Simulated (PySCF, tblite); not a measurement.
# C₃H₃F₅S: a rotation path, then NMR shifts on frames, part 2 of 2

tblite 0.8.0 and PySCF 2.14.0. Atoms count from 0. The steps go on from the part before.

## 5. Nuclear shieldings: image 4, PBE0/pcSseg-1

Job settings and geometry (Å):

```
{"job": {"kind": "nmr", "xc": "PBE0", "basis": "pcSseg-1", "pop": false}, "charge": 0, "multiplicity": 1}
F     -2.282400    -0.624300    -0.523500
C     -1.412600     0.299100    -0.116900
F     -1.114800     1.040200    -1.182000
F     -2.029400     1.088300     0.756900
C     -0.163700    -0.384000     0.527900
F     -0.559400    -1.616000     0.938300
F      0.151000     0.293200     1.658700
C      1.057600    -0.530200    -0.368700
S      1.766300     1.053300    -0.930200
H      1.812700    -1.082900     0.192500
H      0.784200    -1.090500    -1.263000
H      1.991500     1.553200     0.283900
```

Level: GIAO PBE0/pcSseg-1 NMR shielding, non-relativistic, gas phase.

The program printed:

```text
coarse grid: 12176 points
cycle   1  E = -1012.4228070875  dE =  1.460e+00  |g| = 1.122e+00  |ddm| = 3.074e+00
cycle   2  E = -1012.1308921162  dE =  2.919e-01  |g| = 1.814e+00  |ddm| = 1.510e+00
cycle   3  E = -1012.6343200308  dE = -5.034e-01  |g| = 6.557e-02  |ddm| = 9.413e-01
cycle   4  E = -1012.6348142758  dE = -4.942e-04  |g| = 4.659e-02  |ddm| = 8.958e-02
cycle   5  E = -1012.6352451320  dE = -4.309e-04  |g| = 1.082e-02  |ddm| = 4.132e-02
cycle   6  E = -1012.6352652176  dE = -2.009e-05  |g| = 2.512e-03  |ddm| = 1.011e-02
cycle   7  E = -1012.6352661960  dE = -9.784e-07  |g| = 5.039e-04  |ddm| = 2.328e-03
final grid: 119512 points
cycle   8  E = -1012.7229992011  dE = -5.274e-05  |g| = 8.064e-03  |ddm| = 2.425e-02
cycle   9  E = -1012.7229858306  dE =  1.337e-05  |g| = 1.193e-02  |ddm| = 1.354e-02
cycle  10  E = -1012.7230120430  dE = -2.621e-05  |g| = 6.264e-04  |ddm| = 7.890e-03
cycle  11  E = -1012.7230121006  dE = -5.761e-08  |g| = 2.725e-04  |ddm| = 7.319e-04
cycle  12  E = -1012.7230121126  dE = -1.204e-08  |g| = 7.457e-05  |ddm| = 2.450e-04
cycle  13  E = -1012.7230121136  dE = -1.009e-09  |g| = 1.615e-05  |ddm| = 6.948e-05
cycle  14  E = -1012.7230121137  dE = -4.616e-11  |g| = 4.177e-06  |ddm| = 1.751e-05
converged SCF energy = -1012.7230121137

GIAO shielding tensors (ppm)
atom      isotropic    diamagn.    paramagn.     s11        s22        s33       span
  0 F      263.437     470.173    -206.736    188.120    262.891    339.300    151.180
  1 C       57.882     241.270    -183.389     49.239     60.851     63.555     14.315
  2 F      251.432     473.812    -222.380    187.459    249.104    317.733    130.274
  3 F      262.382     470.216    -207.834    184.968    267.564    334.614    149.645
  4 C       64.867     241.856    -176.989     48.362     68.089     78.150     29.789
  5 F      289.149     472.033    -182.885    194.048    330.092    343.306    149.258
  6 F      303.690     473.549    -169.860    222.457    324.521    364.090    141.633
  7 C      152.522     251.060     -98.538    131.113    154.056    172.396     41.283
  8 S      621.301    1054.585    -433.284    489.315    542.682    831.905    342.590
  9 H       28.141      28.944      -0.804     21.548     28.197     34.678     13.130
 10 H       29.008      29.390      -0.382     24.287     27.985     34.753     10.466
 11 H       29.564      29.492       0.071     21.956     28.246     38.490     16.534
```

It took 15 s on 1 thread of Intel Xeon 6975P-C, shared host; peak memory 0.81 GiB.

This run: δ C1 129.0, C4 122.1, C7 34.4, F2 -80.5, H9 3.58, H10 2.71 ppm.

## 6. NMR shieldings: image 6, PBE0/pcSseg-1

Job settings and geometry (Å):

```
{"job": {"kind": "nmr", "xc": "PBE0", "basis": "pcSseg-1", "pop": false}, "charge": 0, "multiplicity": 1}
F     -2.491700    -0.486400    -0.079000
C     -1.405600     0.278800    -0.134400
F     -1.212800     0.585000    -1.418200
F     -1.668400     1.409100     0.513200
C     -0.172500    -0.453300     0.490800
F     -0.546800    -1.727200     0.768600
F      0.085800     0.121000     1.690900
C      1.078500    -0.476900    -0.375300
S      1.694200     1.187400    -0.788200
H      1.847000    -1.035200     0.160700
H      0.856400    -0.973200    -1.319900
H      1.937000     1.570200     0.464800
```

With the program's defaults for keys left out, this is: GIAO PBE0/pcSseg-1 NMR shielding, non-relativistic, gas phase.

The program printed:

```text
coarse grid: 12176 points
cycle   1  E = -1012.4254002796  dE =  1.458e+00  |g| = 1.119e+00  |ddm| = 3.079e+00
cycle   2  E = -1012.1358781024  dE =  2.895e-01  |g| = 1.808e+00  |ddm| = 1.503e+00
cycle   3  E = -1012.6353760356  dE = -4.995e-01  |g| = 6.603e-02  |ddm| = 9.395e-01
cycle   4  E = -1012.6358792679  dE = -5.032e-04  |g| = 4.689e-02  |ddm| = 9.054e-02
cycle   5  E = -1012.6363173561  dE = -4.381e-04  |g| = 1.080e-02  |ddm| = 4.178e-02
cycle   6  E = -1012.6363373874  dE = -2.003e-05  |g| = 2.484e-03  |ddm| = 1.021e-02
cycle   7  E = -1012.6363383466  dE = -9.592e-07  |g| = 5.043e-04  |ddm| = 2.320e-03
final grid: 119512 points
cycle   8  E = -1012.7254172920  dE = -5.768e-05  |g| = 8.255e-03  |ddm| = 2.466e-02
cycle   9  E = -1012.7254035083  dE =  1.378e-05  |g| = 1.219e-02  |ddm| = 1.379e-02
cycle  10  E = -1012.7254305487  dE = -2.704e-05  |g| = 6.425e-04  |ddm| = 8.033e-03
cycle  11  E = -1012.7254306102  dE = -6.149e-08  |g| = 2.841e-04  |ddm| = 7.851e-04
cycle  12  E = -1012.7254306234  dE = -1.323e-08  |g| = 7.397e-05  |ddm| = 2.589e-04
cycle  13  E = -1012.7254306244  dE = -9.768e-10  |g| = 1.624e-05  |ddm| = 6.948e-05
converged SCF energy = -1012.7254306244

GIAO shielding tensors (ppm)
atom      isotropic    diamagn.    paramagn.     s11        s22        s33       span
  0 F      262.909     469.158    -206.250    190.002    264.770    333.954    143.953
  1 C       58.090     241.249    -183.160     48.846     61.127     64.296     15.450
  2 F      257.794     473.498    -215.705    186.270    253.628    333.483    147.213
  3 F      254.483     470.992    -216.509    175.707    263.994    323.749    148.042
  4 C       63.602     242.179    -178.576     48.289     68.189     74.329     26.040
  5 F      286.623     471.826    -185.203    203.780    321.677    334.411    130.631
  6 F      303.080     473.694    -170.614    214.839    323.473    370.927    156.088
  7 C      152.329     251.466     -99.137    133.290    152.235    171.462     38.172
  8 S      627.822    1054.794    -426.973    504.536    544.307    834.622    330.085
  9 H       28.273      29.055      -0.782     21.868     28.139     34.813     12.945
 10 H       28.964      29.587      -0.623     24.591     27.557     34.744     10.154
 11 H       29.632      29.605       0.026     22.023     28.005     38.866     16.843
```

Run time: 14 s. Hardware: 1 thread of Intel Xeon 6975P-C, shared host; peak memory 0.81 GiB.

This run: δ C1 128.8, C4 123.3, C7 34.6, F3 -83.5, H9 3.44, H10 2.75 ppm.

## 7. Shielding tensors: image 8, PBE0/pcSseg-1

Job settings and geometry (Å):

```
{"job": {"kind": "nmr", "xc": "PBE0", "basis": "pcSseg-1", "pop": false}, "charge": 0, "multiplicity": 1}
F     -2.538700    -0.175700     0.374600
C     -1.396900     0.258000    -0.150000
F     -1.468600     0.082500    -1.471700
F     -1.315600     1.564500     0.084400
C     -0.180000    -0.508200     0.442600
F     -0.539400    -1.811200     0.561400
F      0.015400    -0.061600     1.707200
C      1.098500    -0.411000    -0.377200
S      1.667300     1.301700    -0.623600
H      1.872600    -0.989100     0.130200
H      0.920700    -0.827000    -1.368900
H      1.865900     1.576500     0.664900
```

Level: GIAO PBE0/pcSseg-1 NMR shielding, non-relativistic, gas phase.

The program printed:

```text
coarse grid: 12176 points
cycle   1  E = -1012.4334267485  dE =  1.453e+00  |g| = 1.112e+00  |ddm| = 3.069e+00
cycle   2  E = -1012.1531241567  dE =  2.803e-01  |g| = 1.787e+00  |ddm| = 1.475e+00
cycle   3  E = -1012.6406082745  dE = -4.875e-01  |g| = 6.663e-02  |ddm| = 9.202e-01
cycle   4  E = -1012.6411336347  dE = -5.254e-04  |g| = 4.651e-02  |ddm| = 9.111e-02
cycle   5  E = -1012.6415663084  dE = -4.327e-04  |g| = 1.080e-02  |ddm| = 4.169e-02
cycle   6  E = -1012.6415864276  dE = -2.012e-05  |g| = 2.509e-03  |ddm| = 1.019e-02
cycle   7  E = -1012.6415874071  dE = -9.795e-07  |g| = 5.164e-04  |ddm| = 2.312e-03
final grid: 119512 points
cycle   8  E = -1012.7289031724  dE = -5.148e-05  |g| = 7.937e-03  |ddm| = 2.450e-02
cycle   9  E = -1012.7288904934  dE =  1.268e-05  |g| = 1.169e-02  |ddm| = 1.331e-02
cycle  10  E = -1012.7289156254  dE = -2.513e-05  |g| = 6.414e-04  |ddm| = 7.750e-03
cycle  11  E = -1012.7289156876  dE = -6.221e-08  |g| = 2.610e-04  |ddm| = 7.444e-04
cycle  12  E = -1012.7289156984  dE = -1.076e-08  |g| = 7.901e-05  |ddm| = 2.368e-04
cycle  13  E = -1012.7289156995  dE = -1.123e-09  |g| = 1.561e-05  |ddm| = 6.950e-05
cycle  14  E = -1012.7289156995  dE = -4.070e-11  |g| = 4.285e-06  |ddm| = 1.769e-05
converged SCF energy = -1012.7289156995

GIAO shielding tensors (ppm)
atom      isotropic    diamagn.    paramagn.     s11        s22        s33       span
  0 F      270.649     469.342    -198.693    195.365    268.268    348.313    152.948
  1 C       58.565     241.639    -183.074     49.649     59.992     66.055     16.406
  2 F      268.883     473.041    -204.158    193.645    264.136    348.869    155.224
  3 F      250.732     472.506    -221.774    176.959    253.468    321.769    144.810
  4 C       64.141     241.709    -177.568     48.065     70.037     74.321     26.255
  5 F      296.891     472.160    -175.269    207.405    338.983    344.285    136.880
  6 F      313.358     473.822    -160.464    221.142    344.218    374.715    153.573
  7 C      153.640     251.219     -97.579    134.392    152.705    173.823     39.431
  8 S      626.599    1054.750    -428.151    502.785    545.991    831.021    328.236
  9 H       28.255      28.988      -0.733     21.789     28.123     34.854     13.065
 10 H       28.818      29.491      -0.673     24.300     27.583     34.573     10.273
 11 H       29.709      29.550       0.159     22.187     28.093     38.847     16.661
```

Wall time 15 s (1 thread of Intel Xeon 6975P-C, shared host); peak memory 0.81 GiB.

Key values: δ C1 128.4, C4 122.8, C7 33.3, F3 -79.8, H9 3.46, H10 2.90 ppm.

## 8. Side by side: NMR shifts

Shifts (ppm) of some atoms, chosen among heavy atoms and hydrogens apart, with basis size and wall time:

```tsv
frame	H10	H11	F2	F0	F3	F5	F6	functions	time
image 0	2.90	2.01	-79.7	-97.9	-99.7	-126.0	-142.5	175	19 s
image 2	2.85	2.10	-81.1	-98.2	-99.5	-126.8	-142.6	175	15 s
image 4	2.71	2.15	-80.5	-92.5	-91.4	-118.2	-132.7	175	15 s
image 6	2.75	2.09	-86.8	-92.0	-83.5	-115.7	-132.1	175	14 s
image 8	2.90	2.01	-97.9	-99.7	-79.8	-125.9	-142.4	175	15 s
```

## 9. Results

This closing draws on all 2 parts.

```
                                         quantity                                    value
                                          barrier       0.090 eV (2.1 kcal/mol) at image 4
                            end to end (GFN2-xTB)                                 0.000 eV
  13C shifts against TMS (PBE0/pcSseg-1, image 0)                   128.4, 122.8, 33.3 ppm
   1H shifts against TMS (PBE0/pcSseg-1, image 0)                     3.45, 2.90, 2.01 ppm
19F shifts against CFCl3 (PBE0/pcSseg-1, image 0)  -79.7, -97.9, -99.7, -126.0, -142.5 ppm
  33S shifts against CS2 (PBE0/pcSseg-1, image 0)                                 -123 ppm
            surface potential, 1st and 99th percentile                       -0.67 V and 1.45 V
                         range of the shift of F3                       -99.7 to -79.8 ppm
```

**Reading.** Along the band the dihedral turns by 120°, and the top (dihedral 224°) lies 2.1 kcal/mol above the start (GFN2-xTB, rough), so at room temperature this motion is fast. The top was not checked by a frequency run. Shifts at one fixed geometry are not the observed spectrum, which averages over the motion. In the first frame run (image 0): The widest tensor belongs to S8: span 329 ppm, with a paramagnetic part of -428 ppm. Across the 5 runs the shift of F3 moves most, between -99.7 (image 0) and -79.8 ppm (image 8).
